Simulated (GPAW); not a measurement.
# Ti3Se (P-6m2) in GPAW: reference runs

Aim: a first look at Ti3Se with PBEsol, on the cell as given and on a disturbed one.

All numbers are computed with GPAW 26.7.0; they aren't measurements. Logs are shortened: lines on timing, memory, paths and dates and some standing lists are left out, and cuts for length are marked. The log counts tension as positive stress, the text compression.

## 1. The crystal as given

It takes space group P-6m2 (No. 187, hexagonal). The conventional cell has a = 3.197 Å, b = 3.197 Å, c = 7.943 Å, α = 90.00°, β = 90.00°, γ = 120.00°. Se (site symmetry -6m2) has 6 Ti at 2.58 Å as nearest neighbours. Ti (site symmetry -6m2) has 12 Ti at 2.85 to 3.20 Å as nearest neighbours. Ti (site symmetry 3m) has 3 Se at 2.58 Å and 3 Ti at 2.85 Å as nearest neighbours.

The cell comes from a database or a generator and needn't be the stable form of this composition.

## 2. Single point, PBEsol

Input file run.py:

```python
from ase import Atoms
from ase.dft.bandgap import bandgap
from ase.io import write
from ase.units import GPa
from gpaw import GPAW, PW, setup_paths

setup_paths.insert(0, '.')

atoms = Atoms(['Se', 'Ti', 'Ti', 'Ti'],
              cell=[[3.1974455988, 0.0, 0.0],
                    [-1.5987227994, 2.7690691158, 0.0],
                    [0.0, 0.0, 7.942745]],
              scaled_positions=[[0.0, 0.0, 0.0],
                                [0.6666666667, 0.3333333333, 0.5],
                                [0.3333333333, 0.6666666667, 0.772902],
                                [0.3333333333, 0.6666666667, 0.227098]],
              pbc=True)

calc = GPAW(mode=PW(600),
            xc='PBEsol',
            kpts={'size': (10, 10, 4), 'gamma': True},
            occupations={'name': 'fermi-dirac', 'width': 0.05},
            nbands=39,
            convergence={'density': 1e-05, 'energy': 1e-05},
            maxiter=150,
            txt='gpaw.txt')
atoms.calc = calc
energy = atoms.get_potential_energy()
forces = atoms.get_forces()
stress = atoms.get_stress()
calc.write('gs.gpw')
write('result.traj', atoms)
print(f'Energy: {energy:.6f} eV')
print('Forces (eV/A):')
print(forces.round(4))
print('Stress (GPa):', (stress / GPa).round(3))
print('Fermi level:', round(calc.get_fermi_level(), 4), 'eV')
print(f'Gap: {bandgap(calc)[0]:.4f} eV, direct: {bandgap(calc, direct=True)[0]:.4f} eV')
```

Potentials or basis: PAW data sets generated in the run's folder for this functional, pw.

Run with:

```console
> gpaw-setup -f PBEsol Se Ti
> OMP_NUM_THREADS=1 python run.py
```

gpaw.txt:

```text
__  _  _
 | _ |_)|_||  |
 |__||  | ||/\| - 26.7.0

Input parameters:
  mode=PW(ecut=600.0),
  convergence={'density': 1e-05, 'energy': 1e-05},
  kpts=MonkhorstPack(size=(10, 10, 4), gamma=True),
  maxiter=150,
  nbands=39,
  occupations=Occupations(name='fermi-dirac', width=0.05),
  xc=XC(name='PBEsol')

Diagonalizing LCAO Hamiltonian
Converting LCAO to pw mode

         Ti

            Ti

         Ti

       Se

Atoms  # Å, Bohr magnetons
|   | symbol |         x |        y |        z |    initial magnetic moments |
|---|--------|-----------|----------|----------|-----------------------------|
| 0 |     Se |  0.000000 | 0.000000 | 0.000000 | ( 0.0000,  0.0000,  0.0000) |
| 1 |     Ti |  1.598723 | 0.923023 | 3.971373 | ( 0.0000,  0.0000,  0.0000) |
| 2 |     Ti | -0.000000 | 1.846046 | 6.138963 | ( 0.0000,  0.0000,  0.0000) |
| 3 |     Ti | -0.000000 | 1.846046 | 1.803782 | ( 0.0000,  0.0000,  0.0000) |

Unit cell  # Å
| periodic |         x |        y |        z |  lengths |     angles |
|----------|-----------|----------|----------|----------|------------|
|      yes |  3.197446 | 0.000000 | 0.000000 | 3.197446 |  90.000000 |
|      yes | -1.598723 | 2.769069 | 0.000000 | 3.197446 |  90.000000 |
|      yes |  0.000000 | 0.000000 | 7.942745 | 7.942745 | 120.000000 |

Number of symmetries: 12
Symmetry operations  # r_c * U_cc + t_c -> r_c
|    | kind |            matrix            |
|----|------|------------------------------|
|  0 |  σ   |  1, 1, 0,  0,-1, 0,  0, 0, 1 |
|  1 |  C2  |  1, 1, 0,  0,-1, 0,  0, 0,-1 |
|  2 |  E   |  1, 0, 0,  0, 1, 0,  0, 0, 1 |
|  3 |  σ   |  1, 0, 0,  0, 1, 0,  0, 0,-1 |
|  4 |  C3  |  0, 1, 0, -1,-1, 0,  0, 0, 1 |
|  5 |  S3  |  0, 1, 0, -1,-1, 0,  0, 0,-1 |
|  6 |  σ   |  0,-1, 0, -1, 0, 0,  0, 0, 1 |
|  7 |  C2  |  0,-1, 0, -1, 0, 0,  0, 0,-1 |
|  8 |  σ   | -1, 0, 0,  1, 1, 0,  0, 0, 1 |
|  9 |  C2  | -1, 0, 0,  1, 1, 0,  0, 0,-1 |
| 10 |  C3  | -1,-1, 0,  1, 0, 0,  0, 0, 1 |
| 11 |  S3  | -1,-1, 0,  1, 0, 0,  0, 0,-1 |

BZ-sampling:
  Number of BZ points: 400
  Number of IBZ points: 42

  Monkhorst-Pack size: [10, 10, 4]
  Monkhorst-Pack shift: [0.05, 0.05, 0.125]

K-points  # in reciprocal-cell coordinates
|     |                                coordinates |     weight |
|-----|--------------------------------------------|------------|
|   0 | (  0.00000000,   0.00000000,   0.00000000) | 0.00250000 |
|   1 | (  0.00000000,   0.00000000,   0.25000000) | 0.00500000 |
|   2 | (  0.00000000,   0.00000000,   0.50000000) | 0.00250000 |
|   3 | (  0.10000000,   0.00000000,   0.00000000) | 0.01500000 |
|   4 | (  0.10000000,   0.00000000,   0.25000000) | 0.03000000 |
|   5 | (  0.10000000,   0.00000000,   0.50000000) | 0.01500000 |
|   6 | (  0.20000000,  -0.10000000,   0.00000000) | 0.01500000 |
|   7 | (  0.20000000,  -0.10000000,   0.25000000) | 0.03000000 |
|   8 | (  0.20000000,  -0.10000000,   0.50000000) | 0.01500000 |
|   9 | (  0.20000000,   0.00000000,   0.00000000) | 0.01500000 |
| ... |                                            |            |
|  41 | (  0.50000000,   0.50000000,   0.50000000) | 0.00750000 |

Plane wave coefficients: 2370
Cutoff: 600.0 eV

Spin-components: 1 (collinear spins)
Bands:           39
Projectors:      23
Spin-degeneracy: 2
Datatype:        complex128

Parallelization:
  kpt:    1
  domain: 1
  band:   1

Density:
  Valence electrons: 42.0
  Components: 1
  Grid points: [20 20 45]
  Charge: 0.0  # |e|

Potential:
  Grid points: [20 20 45]

species:
  Se:
    name:    Selenium
    Z:       34.0
    valence: 6
    core:    28
    charge:  0.0  # [|e|]
    compensation charges:
      type: gauss
      rc: 0.27  # [Å]
      lmax: 2
    cutoffs:
      filter: 1.77  # [Å]
      core: 2.67  # [Å]
    projectors
    | kind |    occ | energy [eV] | rcut [Å] |
    |------|--------|-------------|----------|
    |   4s |  2.000 |     -17.281 |    0.847 |
    |   4p |  4.000 |      -6.511 |    1.005 |
    |    s |        |       9.930 |    0.847 |
    |    p |        |      20.700 |    1.005 |
    |    d |        |       0.000 |    0.847 |

    Using partial waves for Se as LCAO basis

  Ti:
    name:    Titanium
    Z:       22.0
    valence: 12
    core:    10
    charge:  0.0  # [|e|]
    compensation charges:
      type: gauss
      rc: 0.38  # [Å]
      lmax: 2
    cutoffs:
      filter: 2.23  # [Å]
      core: 1.02  # [Å]
    projectors
    | kind |    occ | energy [eV] | rcut [Å] |
    |------|--------|-------------|----------|
    |   3s |  2.000 |     -62.441 |    1.270 |
    |   4s |  2.000 |      -4.477 |    1.270 |
    |   3p |  6.000 |     -38.776 |    1.058 |
    |   4p |  0.000 |      -1.449 |    1.058 |
    |   3d |  2.000 |      -4.275 |    1.058 |
    |    d |        |      22.937 |    1.058 |

    Using partial waves for Ti as LCAO basis

Reference energy: -135651.574548  # eV

eigensolver:
  PPCG
  Converge bands: occupied
  niter=2

density mixing:
  MSR1-Mixer
  Pratt-step length: 0.05
  Maximum mixing coefficient: 0.75
  Old densities: 10
  SVD Regularization: 0.005
  Good broyden scale: 1.0
  Trust region scale: 1.0
  Backstep threshold: 4.0
  History deletion threshold: 6.0
  Fourier metric: weight=20.0, sigma=0.015

occupation numbers:
  Fermi-Dirac:
    width: 0.0500  # eV

poisson solver:
  ecut: 4800.0  # eV

xc functional:
  name: PBEsol with 2 nearest neighbor stencil

convergence criteria:
- Maximum integral of absolute [dens]ity change: 1e-05 electrons / valence electron
- Maximum [total energy] change in last 3 cyles: 1e-05 eV / valence electron
- Maximum integral of absolute [eigenst]ate change: 4e-08 eV^2 / valence electron
maximum number of iterations: 150

SCF iterations
|iter     | |      energy | eigst |  dens |
|---------|-|-------------|-------|-------|
|iter:   1| |  -28.503098 | -0.06 |       |
|iter:   2| |  -28.063458 | -2.13 | -1.21 |
|iter:   3| |  -27.625877 | -1.81 | -1.27 |
|iter:   4| |  -27.407688 | -1.61 | -1.45 |
|iter:   5| |  -27.403405 | -3.55 | -1.82 |
|iter:   6| |  -27.406349 | -3.02 | -1.97 |
|iter:   7| |  -27.405779 | -4.12 | -2.50 |
|iter:   8| |  -27.405766 | -4.74 | -2.96 |
|iter:   9| |  -27.405763c| -5.75 | -3.49 |
|iter:  10| |  -27.405771c| -6.53 | -3.92 |
|iter:  11| |  -27.405770c| -7.81c| -4.50 |
|iter:  12| |  -27.405770c| -8.48c| -5.21c|

Converged in 12 steps
Energy contributions relative to reference atoms: (reference = -135651.574548)

Energy contributions:
  Kinetic:          23.480651
  Coulomb:         -23.027140
  Zero:              0.014334
  External:          0.000000
  Xc:              -27.861752
  Entropy:          -0.023727
  Spinorbit:         0.000000
  ----------------------------
  Free energy:     -27.417634
  Extrapolated:    -27.405770

dipole moment: (-8.182243, -8.863086, -29.229747)  # |e|*Ang

Fermi level: 8.749
Eigenvalues  # (at kpt = [0.000, 0.000, 0.000])
| band index |      eig [eV] | occ [0-2] |
|------------|---------------|-----------|
|          0 |       -48.035 |     2.000 |
|        ... |               |           |
|         11 |       -24.091 |     2.000 |
|         12 |        -6.744 |     2.000 |
|         13 |         2.222 |     2.000 |
|         14 |         4.002 |     2.000 |
|         15 |         6.534 |     2.000 |
|         16 |         7.425 |     2.000 |
[... 8 lines left out ...]
|         25 |        10.160 |     0.000 |
|         26 |        10.160 |     0.000 |
|        ... |               |           |
|         38 |        21.172 |     0.000 |

No gap
No difference between direct/indirect transitions

Forces  # eV/Ang
|        x |        y |        z |
|----------|----------|----------|
| -0.00000 | -0.00000 |  0.00000 |  # Se   0
|  0.00000 |  0.00000 |  0.00000 |  # Ti   1
|  0.00000 |  0.00000 |  0.07356 |  # Ti   2
|  0.00000 |  0.00000 | -0.07356 |  # Ti   3

Stress tensor  # eV/Ang^3
|        x |        y |        z |
|----------|----------|----------|
| 0.028761 | 0.000000 | 0.000000 |
| 0.000000 | 0.028761 | 0.000000 |
| 0.000000 | 0.000000 | 0.030274 |

# Writing to gs.gpw (mode='')
```

It took 73 s on 1 thread of Arm Neoverse V2, shared host; peak memory 0.24 GiB.

Results:

```yaml
Free_energy: -27.4176 eV
Pressure: -4.7 GPa
Largest_force: 0.074 eV/Å
Band_gap_on_the_k_mesh: none (metal or under the smearing width)
```

Forces in eV/Å, atoms in the order of the input:
```
Se   0.000  0.000  0.000
Ti   0.000  0.000  0.000
Ti   0.000  0.000  0.074
Ti   0.000  0.000 -0.074
```

Stress tensor (GPa, compression positive):
```
-4.61  0.00  0.00
 0.00 -4.61  0.00
 0.00  0.00 -4.85
```

## 3. Single point, PBEsol (atoms moved at random, drawn with an rms of 0.05 Å)

Edit run.py of step 2 so:

```diff
@@ -12,6 +12,6 @@
                     [0.0, 0.0, 7.942745]],
-              scaled_positions=[[0.0, 0.0, 0.0],
-                                [0.6666666667, 0.3333333333, 0.5],
-                                [0.3333333333, 0.6666666667, 0.772902],
-                                [0.3333333333, 0.6666666667, 0.227098]],
+              scaled_positions=[[-0.001154, 0.006475, 0.003635],
+                                [0.648699, 0.335562, 0.496474],
+                                [0.339874, 0.682777, 0.778492],
+                                [0.330227, 0.675262, 0.223728]],
               pbc=True)
```

Potentials or basis: PAW data sets generated in the run's folder for this functional, pw.

Run with:

```console
> gpaw-setup -f PBEsol Se Ti
> OMP_NUM_THREADS=1 python run.py
```

It took 5.5 min on 1 thread of Arm Neoverse V2, shared host; peak memory 0.57 GiB.

Results (log left out):

| Property | Result |
| --- | --- |
| Free energy | -27.3952 eV |
| Pressure | -4.1 GPa |
| Largest force | 0.391 eV/Å |
| Band gap on the k mesh | none (metal or under the smearing width) |

Forces in eV/Å, atoms in the order of the input:
```
Se  -0.001  0.120 -0.252
Ti   0.098  0.060  0.303
Ti  -0.105 -0.148 -0.347
Ti   0.007 -0.032  0.295
```

Stress tensor (GPa, compression positive):
```
-4.18 -0.44  0.23
-0.44 -4.02  0.20
 0.23  0.20 -3.99
```

Levels at points of the mesh, in eV from the Fermi level:
```
           k point  band 17  band 18  band 19  band 20  band 21  band 22  band 23  band 24  band 25  band 26
(0.00, 0.00, 0.00)    -1.52    -1.49    -0.07     0.18     0.18     0.32     0.32     0.78     1.00     1.35
(0.00, 0.00, 0.50)    -1.58    -1.55    -0.51     0.41     0.41     0.44     0.57     0.61     0.94     0.98
(0.00, 0.50, 0.00)    -2.08    -1.76    -1.55    -0.62    -0.45     0.25     0.64     0.77     2.32     2.44
(0.00, 0.50, 0.50)    -2.03    -1.55    -1.46    -0.91    -0.85     0.50     0.91     0.98     1.15     2.50
(0.50, 0.00, 0.00)    -2.07    -1.77    -1.57    -0.68    -0.51     0.21     0.78     0.86     2.35     2.45
(0.50, 0.00, 0.50)    -2.02    -1.57    -1.51    -0.94    -0.89     0.63     0.87     1.01     1.22     2.52
(0.50, 0.50, 0.00)    -2.08    -1.77    -1.55    -0.62    -0.45     0.25     0.66     0.77     2.33     2.44
(0.50, 0.50, 0.50)    -2.03    -1.55    -1.48    -0.91    -0.85     0.51     0.91     0.99     1.16     2.50
```
